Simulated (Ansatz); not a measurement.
# MoS2: the cost of one run

Computed with Ansatz 0.2.0 through its Python package. Level of theory: DFT LDA, plane waves, PAW.

## (1) The structure

It takes space group P-3m1 (No. 164, trigonal). The conventional cell has a = 3.227 Å, b = 3.227 Å, c = 6.312 Å, α = 90.00°, β = 90.00°, γ = 120.00°. Mo (site symmetry -3m) has 6 S at 2.42 Å in its first shell of neighbours. Around S (site symmetry 3m) lie 3 Mo at 2.42 Å.

No structure file is read: the coordinates are typed or built in the script.

## (2) The code

Contents of drho_mos2.py:

```python
# -*- coding: utf-8 -*-
import logging
import sys

import ansatz as az
import numpy as np

logging.basicConfig(stream=sys.stdout, format='%(name)s: %(message)s')
logger = logging.getLogger('run')
logger.setLevel(logging.INFO)

vectors0 = np.array([
    [3.22746456, 0.0, 0.0],
    [-1.61373228, 2.7950663, 0.0],
    [0.0, 0.0, 6.31247342],
])
sites = [
    ('Mo', [0.0, 0.0, 0.5]),
    ('S', [1 / 3, 2 / 3, 0.25531932]),
    ('S', [2 / 3, 1 / 3, 0.74468068]),
]


def build(cell):
    crystal = az.Crystal(lattice=az.Lattice.of(cell))
    for symbol, position in sites:
        crystal = crystal.atom(symbol, position)
    return crystal


def main():
    def solve(crystal):
        return (
            crystal.calculation()
            .occupations('gaussian', width=0.05)
            .functional('lda')
            .basis(460, grid_basis='typed')
            .kpoints(10, 10, 5)
            .density()
            .run(threads=1)
        )


    whole = solve(build(vectors0))
    difference = whole.density().channels[0].density_e_per_ang3.copy()
    binding = whole.report['free_energy_ev']
    for element in ['Mo', 'S']:
        part = az.Crystal(lattice=az.Lattice.of(vectors0))
        for symbol, position in sites:
            if symbol == element:
                part = part.atom(symbol, position)
        alone = solve(part)
        difference -= alone.density().channels[0].density_e_per_ang3
        binding -= alone.report['free_energy_ev']
        logger.info(f'{element} sublattice: {alone.report["n_electrons"]:g} electrons, {alone.report["n_iterations"]} iterations')

    voxel = abs(np.linalg.det(vectors0)) / difference.size
    logger.info(f'energy of the crystal less its unpolarised sublattices: {binding / len(sites):.4f} eV/atom')
    logger.info(f'net charge of the difference {difference.sum() * voxel:.5f} e, charge rearranged {0.5 * np.abs(difference).sum() * voxel:.3f} e')
    logger.info(f'extremes {difference.min():.4f} and {difference.max():.4f} e/A^3')
    for (symbol, position) in sites:
        index = tuple(int(round(p * n)) % n for p, n in zip(position, difference.shape))
        logger.info(f'  change of the pseudo-density at the grid point nearest {symbol}: {difference[index]:+.4f} e/A^3')


if __name__ == '__main__':
    main()
```

## (3) The calls as engine input

The package turns the script's settings into the engine's input (first run):

```yaml
crystal:
  lattice:
    - [3.22746456, 0.0, 0.0]
    - [-1.61373228, 2.7950663, 0.0]
    - [0.0, 0.0, 6.31247342]
  atoms:
    - { symbol: Mo, position: [0.0, 0.0, 0.5] }
    - { symbol: S, position: [0.3333333333333333, 0.6666666666666666, 0.25531932] }
    - { symbol: S, position: [0.6666666666666666, 0.3333333333333333, 0.74468068] }
basis:
  ecutwfc: 460.0
  fft_grid_basis: typed
kpoints:
  mp_grid:
    grid: [10, 10, 5]
hamiltonian:
  xc: lda
scf:
  occupations:
    method: gaussian
    width: 0.05
output:
  write_density: true
```

## (4) Running it

Started as:

```sh
> python drho_mos2.py
```

**Question.** How long does this script take on 1 thread of Arm Neoverse V2, shared host, and how much memory does it need?

About 6 s, with a peak of 0.39 GiB.
